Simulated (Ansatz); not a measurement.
# TiAl: a trigonal deformation path

The task here is to estimate one member of a computed series from the others.

Program: Ansatz 0.2.0. Level of theory: DFT r2SCAN, scalar-relativistic, plane waves, PAW. These are calculated values, not measurements.

## Starting point

The structure is cubic, space group Pm-3m (No. 221). Conventional cell: a = 3.179 Å, b = 3.179 Å, c = 3.179 Å, α = 90.00°, β = 90.00°, γ = 90.00°. Ti (site symmetry m-3m) has 8 Al at 2.75 Å in its first shell of neighbours. Al (site symmetry m-3m) is surrounded by 8 Ti at 2.75 Å.

As a file:

```cif
data_structure
_symmetry_space_group_name_H-M 'P 1'
_symmetry_Int_Tables_number 1
_cell_length_a 3.1791
_cell_length_b 3.1791
_cell_length_c 3.1791
_cell_angle_alpha 90.000
_cell_angle_beta 90.000
_cell_angle_gamma 90.000
_cell_volume 32.13
loop_
_atom_site_label
_atom_site_type_symbol
_atom_site_fract_x
_atom_site_fract_y
_atom_site_fract_z
_atom_site_occupancy
Ti1 Ti 0.00000 0.00000 0.00000 1
Al1 Al 0.50000 0.50000 0.50000 1
```

It goes back to an entry of the Materials Project, which need not be the stable form.

The cell is taken as given, not relaxed at this level.

## Zero of energy

Reference values: F = -3045.4169 eV; pressure -0.80 GPa; largest force 0.000 eV/Å; gap on the mesh none (metal). It was computed beforehand with the settings of the runs below.

The first run:

At fixed volume and fractional coordinates, lengths along (0.577, 0.577, 0.577) are scaled against those across it; ρ is that ratio over its starting value.

input.yaml

```yaml
crystal:
  lattice:
    - [3.3378080438, -0.6675616088, -0.6675616088]
    - [-0.6675616088, 3.3378080438, -0.6675616088]
    - [-0.6675616088, -0.6675616088, 3.3378080438]
  atoms:
    - { symbol: Ti, position: [0.0, 0.0, 0.0] }
    - { symbol: Al, position: [0.5, 0.5, 0.5] }
basis:
  ecutwfc: 500
kpoints:
  mp_grid: { grid: [16, 16, 16] }
hamiltonian:
  xc: r2scan
scf:
  occupations: { method: gaussian, width: 0.15 }
output:
  forces: true
  stress: true
  eigenvalues: true
```

Run with:

```
> ansatz run input.yaml --threads 1 --pin off --max-ram 2560MiB --backend cpu --events-out ev --progress --plain --runs-dir out
```

Among the steps run: At ρ = 0.500; Point ρ = 2.000; At ρ = 0.710; At ρ = 1.410; Point ρ = 0.600; ρ = 0.850; At ρ = 1.200; At ρ = 1.700; ρ = 0.930; ρ = 1.080.

One table of the session follows, with a row left open; its other results are not shown here.

| ρ | ΔE (meV/atom) | pressure (GPa) |
| --- | --- | --- |
| 0.500 | 5895.3 | 70.9 |
| 0.600 | 2854.9 | 40.3 |
| 0.710 | 1148.6 | 17.3 |
| 0.850 | 209.9 | 3.3 |
| 0.930 | 34.5 | 0.0 |
| 1.000 | 0.0 | -0.8 |
| 1.080 | 22.9 | -0.1 |
| 1.200 | 101.4 | 2.8 |
| 1.410 | ? | ? |
| 1.700 | 570.3 | 12.3 |
| 2.000 | 662.4 | 14.2 |

**Question.** Estimate the row for ρ = 1.410.

Worked estimate for «ΔE (meV/atom)». A straight line through the neighbours (1.200, 101.4) and (1.700, 570.3) gives 101.4 + (570.3 − 101.4) × (1.410 − 1.200) / (1.700 − 1.200) = 298.3; a parabola fitted to 4 rows on both sides gives 344.4.

As computed: ΔE (meV/atom): 291.9; pressure (GPa): 7.7. In «ΔE (meV/atom)» the line misses by +6.4 and the parabola by +52.5.
